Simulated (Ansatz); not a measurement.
**CH₈N₂OSi: a ladder of functionals and wavefunction methods**

The task here is to estimate one member of a computed series from the others.

The runs use Ansatz 0.2.0, Gaussian basis; functionals in def2-TZVPP, the program's frozen cores in correlated methods.

The runs, in order: LDA (SPW92), PBE-D4, revPBE-D4, BLYP-D4, r2SCAN-D4, B97M-V, PBE0-D4, B3LYP-D4, r2SCANh-D4, r2SCAN0-D4, HSE06-D4, BHLYP-D4, CAM-B3LYP-D4, LC-ωPBE, ωB97X-V, ωB97M-V, B2PLYP, PBE-QIDH; CCSD(T)/def2-SVP; CCSD(T)/def2-TZVPP; MP2/def2-QZVPP; extrapolation to the limit; RPA on PBE.

## The geometry

An earlier PBE0-D4 in a triple-zeta def2 set relaxation fixed the geometry.

SMILES `CO[SiH](N)N`, 13 atoms, charge 0, spin multiplicity 1.

Atoms are counted from 1 here; the program's logs count them from 0.

Bond lengths: C1–O2 1.404 Å, C1–H6 1.093 Å, C1–H7 1.096 Å, C1–H8 1.097 Å, O2–Si3 1.645 Å, Si3–N4 1.700 Å, Si3–N5 1.707 Å, Si3–H9 1.492 Å, N4–H10 1.007 Å, N4–H11 1.007 Å, N5–H12 1.006 Å, N5–H13 1.006 Å. Angles: O2–C1–H6 108.9°, O2–C1–H7 111.2°, O2–C1–H8 112.0°, H6–C1–H7 108.1°, H6–C1–H8 108.3°, H7–C1–H8 108.2°, C1–O2–Si3 124.2°, O2–Si3–N4 115.0°, O2–Si3–N5 106.8°, O2–Si3–H9 105.8°, N4–Si3–N5 106.5°, N4–Si3–H9 106.3°, N5–Si3–H9 116.6°, Si3–N4–H10 120.2°, Si3–N4–H11 120.8°, H10–N4–H11 111.9°, Si3–N5–H12 121.0°, Si3–N5–H13 121.6° and more.

Set-up of the first run:

in.yaml

```yaml
crystal:
  periodic: [false, false, false]
  atoms:
    - {symbol: C, position_ang: [-1.761113, 0.741245, 0.885577]}
    - {symbol: O, position_ang: [-1.072184, -0.168224, 0.067967]}
    - {symbol: Si, position_ang: [0.566717, -0.294248, 0.001362]}
    - {symbol: N, position_ang: [1.152103, -1.823757, -0.452877]}
    - {symbol: N, position_ang: [1.099178, 0.803711, -1.192612]}
    - {symbol: H, position_ang: [-2.736817, 0.320105, 1.139259]}
    - {symbol: H, position_ang: [-1.925296, 1.694179, 0.368636]}
    - {symbol: H, position_ang: [-1.220942, 0.945268, 1.818820]}
    - {symbol: H, position_ang: [1.050586, -0.055534, 1.392217]}
    - {symbol: H, position_ang: [1.040387, -2.148106, -1.399853]}
    - {symbol: H, position_ang: [1.169876, -2.585233, 0.205105]}
    - {symbol: H, position_ang: [0.585903, 1.646585, -1.385963]}
    - {symbol: H, position_ang: [2.072203, 0.889409, -1.433037]}
basis:
  gaussian: {orbitals: def2-TZVPP}
hamiltonian: {xc: lda}
output: {orbitals: {seedname: orbitals}}
```

Steps of the session up to this table: LDA; PBE-D4 (GGA); revPBE-D4 (GGA); BLYP-D4 (GGA); r2SCAN-D4 (meta-GGA); B97M-V (meta-GGA); PBE0-D4 (hybrid); B3LYP-D4 (hybrid); r2SCANh-D4 (hybrid); r2SCAN0-D4 (hybrid); HSE06-D4 (hybrid); BHLYP-D4 (hybrid); CAM-B3LYP-D4 (range-separated); LC-ωPBE-D4 (range-separated; the results give it without D4); ωB97X-V (range-separated); ωB97M-V (range-separated); B2PLYP (double hybrid); PBE-QIDH (double hybrid).

One table of the session follows, with a row left open; its other results are not shown here.

It belongs to the step «Frontier levels by functional». 

```
  functional  HOMO (eV)  LUMO (eV)  gap (eV)
 LDA (SPW92)      -6.04       0.15      6.19
      PBE-D4      -5.89       0.28      6.17
   revPBE-D4      -5.83       0.35      6.18
     BLYP-D4      -5.78       0.25      6.02
   r2SCAN-D4      -6.20       1.03      7.23
      B97M-V      -6.32       0.47      6.79
     PBE0-D4      -7.33       1.12      8.45
    B3LYP-D4      -7.09       0.76      7.85
  r2SCANh-D4      -6.74       1.27      8.02
  r2SCAN0-D4      -7.56       1.61      9.17
    HSE06-D4          ?          ?         ?
    BHLYP-D4      -8.70       1.72     10.42
CAM-B3LYP-D4      -8.79       1.87     10.66
     LC-ωPBE     -10.20       3.21     13.41
     ωB97X-V      -9.83       2.98     12.81
     ωB97M-V      -9.73       2.51     12.23
```

Q: Estimate the row for HSE06-D4 from the others.

**Answer.** HOMO (eV): -6.92; LUMO (eV): 0.75; gap (eV): 7.67. In the column «HOMO (eV)» it lies between B3LYP-D4 (-7.09) and r2SCANh-D4 (-6.74).
